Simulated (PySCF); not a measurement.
# PbH−: bond curves at several levels of theory

Aim: find the lowest electronic state of PbH−, scan its bond at several levels of theory, and get bond length, wavenumber and dissociation energy from each curve.

Method: H aug-cc-pVDZ, Pb aug-cc-pVDZ-PP with ECP60, scalar-relativistic core potentials; program: PySCF 2.14.0.

## (1) The job

A driver script around PySCF takes these settings:

```yaml
atoms: H, Pb
charge: -1
basis: H aug-cc-pVDZ, Pb aug-cc-pVDZ-PP with ECP60
Hamiltonian: scalar-relativistic core potentials
basis_functions: 41
electrons_treated: 24
masses_in_u: 1.0078, 207.9766
levels: PBE0, PBE, r²SCAN, r²SCANh, TPSSh, LDA, MP2, SCS-MP2, CCSD, CCSD(T)
grid: 80 radial by 434 angular points
occupations: held fixed by the projection of orbital angular momentum
dissociation_limit: H− + Pb, each in its ground configuration
starting_distance_in_angstrom: 1.815
values_of_2S_to_try: 0, 2
```

After this run come: PBE0 along the bond; PBE (GGA); r²SCAN (meta-GGA); r²SCANh (hybrid meta-GGA); TPSSh (hybrid meta-GGA); LDA; Adding correlation.

Q: Predict the outcome of this session. Wanted: for each run, Re; ωe; De; μ.

The runs gave:

Lowest PBE0 solution found, without spin–orbit coupling: ³Σ⁻ (triplet), unpaired electrons π ↑↑.

```csv
level,Re (Å),ωe (cm⁻¹),De (eV),μ (D)
UHF-MP2,1.880,1437,2.94,n/a
UHF-SCS-MP2,1.892,1414,2.77,n/a
UHF-CCSD,1.902,1360,2.75,n/a
UHF-CCSD(T),1.904,1352,2.80,n/a
LDA,1.893,1414,3.37,1.64
PBE,1.920,1349,3.02,1.80
r²SCAN,1.900,1400,3.06,1.72
TPSSh,1.907,1393,3.00,1.76
r²SCANh,1.894,1415,3.06,1.70
PBE0,1.898,1406,3.01,1.72
```

De is counted to H− + Pb in their ground configurations. A positive dipole points from H to Pb; in an ion it is taken about the centre of mass and does not tell which atom is negative.

Differences from CCSD(T) in the same basis:

```csv
level,Re (mÅ),ωe (%)
UHF-MP2,-24,+6.3
UHF-SCS-MP2,-12,+4.5
UHF-CCSD,-2,+0.6
LDA,-11,+4.6
PBE,+17,-0.2
r²SCAN,-4,+3.5
TPSSh,+3,+3.0
r²SCANh,-10,+4.7
PBE0,-6,+4.0
```

In words: Against CCSD(T) in the same basis, the bond length is nearest at UHF-CCSD (-2 mÅ) and farthest at UHF-MP2 (-24 mÅ); the wavenumber is nearest at PBE (-0.2 %) and farthest at UHF-MP2 (+6.3 %). CCSD(T) in a basis this small is itself some way from its limit, more so than the functionals. Of the levels with a De here, UHF-CCSD gives the least (2.75 eV) and LDA the most (3.37 eV).

Correlated steps freeze 4 core orbitals. These are scalar-relativistic numbers at best; spin–orbit coupling would shift them, the dissociation energy most. With some functionals the highest level of the anion is positive, mostly a sign of self-interaction error; the finite basis then holds the extra electron, and no neutral molecule was run to test the binding. With spin–orbit coupling the term label itself may not hold.
